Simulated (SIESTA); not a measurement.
## Al3Pt2 under changes of volume

One of the cells (16.226 Å³/atom); the others are scaled copies at fixed shape and fractional positions:

```
CELL_PARAMETERS angstrom
4.23500 0.00000 0.00000
-2.11750 3.66762 0.00000
0.00000 0.00000 5.22333
ATOMIC_POSITIONS crystal
Pt 0.66667 0.33333 0.83387
Pt 0.33333 0.66667 0.16613
Al 0.66667 0.33333 0.35317
Al 0.33333 0.66667 0.64683
Al 0.00000 0.00000 0.00000
```

The cell comes from a database or a generator and needn't be the stable form of this composition.

```yaml
Program: SIESTA 5.4.2
Functional: PBEsol
Potentials_or_basis: PseudoDojo 0.4 standard (PBEsol files)
Basis: DZP (energy shift 0.003 Ry; two zetas on semicore shells)
Grid_cutoff: 800 Ry
Energy_shift: 0.003 Ry
k_mesh: 7 × 7 × 5
Occupations: fermi-dirac, width 0.05 eV
Spin: no spin polarisation
```

| volume (Å³/atom) | energy over the lowest point (meV/atom) | pressure (GPa) | largest force (eV/Å) |
| --- | --- | --- | --- |
| 14.954 | 35.66 | 12.8 | 0.083 |
| 15.272 | ? | ? | ? |
| 15.590 | 2.62 | 4.2 | 0.053 |
| 16.226 | 0.00 | -2.6 | 0.037 |
| 16.544 | 8.11 | -5.5 | 0.060 |
| 16.862 | 21.67 | -8.1 | 0.081 |

Problem. What does the run at 15.272 Å³/atom give?

Solution. Energy over the lowest point 14.87 meV/atom; pressure 8.2 GPa; largest force 0.053 eV/Å.

Worked out: A Birch-Murnaghan fit of order 3 (a polynomial in V^(-2/3)) to the other rows has its minimum at 15.96 Å³/atom with B0 = V·E''(V) = 168 GPa and B' = 4.6 at fixed shape and positions, which overstates the stiffness. It gives 14.90 meV/atom at 15.272 Å³/atom, against the run's 14.87, and -dE/dV = 8.2 GPa, against 8.2.

Energies are extrapolated to zero smearing.

Caveats: short orbitals over semicore shells can move pressures by several GPa; the basis of atomic orbitals isn't converged, which shifts pressures, moduli and gaps.
